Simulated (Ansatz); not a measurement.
# Re: stress in a strained cell

Aim: deform Re (equal xx and yy strain of +2 %) and compute stress, forces and field gradients with LAPW, PAW and all-electron datasets made for the crystal.

Method: DFT LDA, scalar-relativistic, in Ansatz 0.2.0.

### Step 1. Starting point

Symmetry: P6_3/mmc, No. 194, hexagonal system. The conventional cell has a = 2.603 Å, b = 2.603 Å, c = 4.162 Å, α = 90.00°, β = 90.00°, γ = 120.00°. Re (site symmetry -6m2) has 12 Re at 2.57 to 2.60 Å as nearest neighbours.

Structure file:

```
CELL_PARAMETERS angstrom
2.60290 0.00000 0.00000
-1.30145 2.25418 0.00000
0.00000 0.00000 4.16200
ATOMIC_POSITIONS crystal
Re 0.33333 0.66667 0.25000
Re 0.66667 0.33333 0.75000
```

Atoms are numbered in the order of the input: Re1, Re2.

### Step 2. The deformed structure

Space group P6_3/mmc before, P6_3/mmc after.

### Step 3. LAPW, all electrons

input.yaml

```yaml
crystal:
  lattice:
    - [2.6549590938, 0.0, 0.0]
    - [-1.3274795469, 2.2992620212, 0.0]
    - [0.0, 0.0, 4.162]
  atoms:
    - { symbol: Re, position: [0.3333333333, 0.6666666667, 0.25] }
    - { symbol: Re, position: [0.6666666667, 0.3333333333, 0.75] }
kpoints:
  mp_grid: { grid: [14, 14, 8] }
  band_path:
    path:
      - [0.0, 0.0, 0.0]
      - [0.5, 0.0, 0.0]
      - [0.3333333333, 0.3333333333, 0.0]
      - [0.0, 0.0, 0.0]
      - [0.0, 0.0, 0.5]
      - [0.5, 0.0, 0.5]
      - [0.3333333333, 0.3333333333, 0.5]
      - [0.0, 0.0, 0.5]
      - [0.5, 0.0, 0.5]
    npoints: 5
scf:
  occupations: { method: fermi_dirac, width: 0.05 }
hamiltonian:
  xc: lda
  pseudopotentials: { kind: all_electron, lapw: { basis_error: 0.00025 } }
output:
  forces: true
  stress: true
  eigenvalues: true
```

Started as:

```console
ansatz run input.yaml --threads 1 --pin off --max-ram 3072MiB --backend cpu --events-out ev --progress --plain --runs-dir out
```

### Step 4. PAW with frozen cores

input.yaml

```yaml
crystal:
  lattice:
    - [2.6549590938, 0.0, 0.0]
    - [-1.3274795469, 2.2992620212, 0.0]
    - [0.0, 0.0, 4.162]
  atoms:
    - { symbol: Re, position: [0.3333333333, 0.6666666667, 0.25] }
    - { symbol: Re, position: [0.6666666667, 0.3333333333, 0.75] }
kpoints:
  mp_grid: { grid: [14, 14, 8] }
scf:
  occupations: { method: fermi_dirac, width: 0.05 }
hamiltonian:
  xc: lda
  pseudopotentials: { kind: paw }
output:
  forces: true
  stress: true
  eigenvalues: true
  efg: { contact_densities: true }
  write_density: true
  write_potential: true
  elf: true
  volumetric_format: npy
```

### Step 5. Datasets made for this crystal

input.yaml: that of step 4 with these lines changed.

```diff
@@ -14,3 +14,3 @@
   xc: lda
-  pseudopotentials: { kind: paw }
+  pseudopotentials: { kind: all_electron, datasets: crystal }
 output:
@@ -20,5 +20 @@
   efg: { contact_densities: true }
-  write_density: true
-  write_potential: true
-  elf: true
-  volumetric_format: npy
```

(Steps that only read results are left out.)

Before running it: what results should come out? Wanted: pressure; largest shear or deviatoric stress.

As calculated:

| quantity | value |
| --- | --- |
| pressure | LAPW 63.46, PAW 63.68, crystal datasets 63.46 GPa |
| largest shear or deviatoric stress (LAPW) | 13.74 GPa |

The largest part of the stress beyond the pressure is 13.74 GPa in size, in the zz component; the atoms are carried along and not relaxed. No run of the undeformed cell stands beside it, so the pressure holds what the given cell had before the change. PAW: stress within 0.25 GPa of LAPW. Crystal datasets: stress within 0.01 GPa of LAPW. Spin-orbit coupling is left out, though the cell holds Re; in elements this heavy it can shift bands and gaps by tenths of an eV.
